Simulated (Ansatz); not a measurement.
# CH5BFNS: the cost of one run

Method: RHF/def2-SVPD, in Ansatz 0.2.0.

## (1) The system as given

Bond lengths: B1–C2 1.526 Å, C2–N3 1.451 Å, C2–F4 1.390 Å, C2–S5 1.826 Å, B1–H6 1.214 Å, B1–H7 1.214 Å, N3–H8 1.097 Å, N3–H9 1.099 Å, S5–H10 1.371 Å. Angles: B1–C2–N3 108.8°, B1–C2–F4 110.8°, B1–C2–S5 110.0°, N3–C2–F4 110.0°, N3–C2–S5 111.7°, F4–C2–S5 105.5°, C2–B1–H6 124.0°, C2–B1–H7 121.4°, H6–B1–H7 114.5°, C2–N3–H8 105.8°, C2–N3–H9 110.2°, H8–N3–H9 102.8°, C2–S5–H10 94.6°.

Coordinates:

```xyz
10

B    -1.1158    0.5088   -0.4535
C     0.1455   -0.2867   -0.1278
N    -0.0458   -0.9703    1.1381
F     0.4184   -1.2093   -1.1305
S     1.5913    0.8281   -0.0829
H    -2.0808    0.5812    0.2797
H    -1.2058    1.1640   -1.4721
H     0.8688   -1.5529    1.3042
H    -0.0282   -0.2476    1.9657
H     1.5355    1.1334   -1.4178
```

## (2) End point A

Contents of input.yaml:

```yaml
crystal:
  periodic: [false, false, false]
  atoms:
    - { symbol: B, position_ang: [-1.1158, 0.5088, -0.4535] }
    - { symbol: C, position_ang: [0.1455, -0.2867, -0.1278] }
    - { symbol: "N", position_ang: [-0.0458, -0.9703, 1.1381] }
    - { symbol: F, position_ang: [0.4184, -1.2093, -1.1305] }
    - { symbol: S, position_ang: [1.5913, 0.8281, -0.0829] }
    - { symbol: H, position_ang: [-2.0808, 0.5812, 0.2797] }
    - { symbol: H, position_ang: [-1.2058, 1.164, -1.4721] }
    - { symbol: H, position_ang: [0.8688, -1.5529, 1.3042] }
    - { symbol: H, position_ang: [-0.0282, -0.2476, 1.9657] }
    - { symbol: H, position_ang: [1.5355, 1.1334, -1.4178] }
basis:
  gaussian: { orbitals: def2-SVPD }
hamiltonian:
  xc: hf
relax:
  f_tol: 0.015
  max_steps: 40
output:
  orbitals: {}
```

The run is started by

```
$ ansatz run input.yaml --threads 2 --pin off --max-ram 3072MiB --backend cpu --events-out ev --progress --plain --runs-dir out
```

What time and memory should one allow on 2 threads of Arm Neoverse V2, shared host?

About 66 s, with a peak of 0.4 GiB.
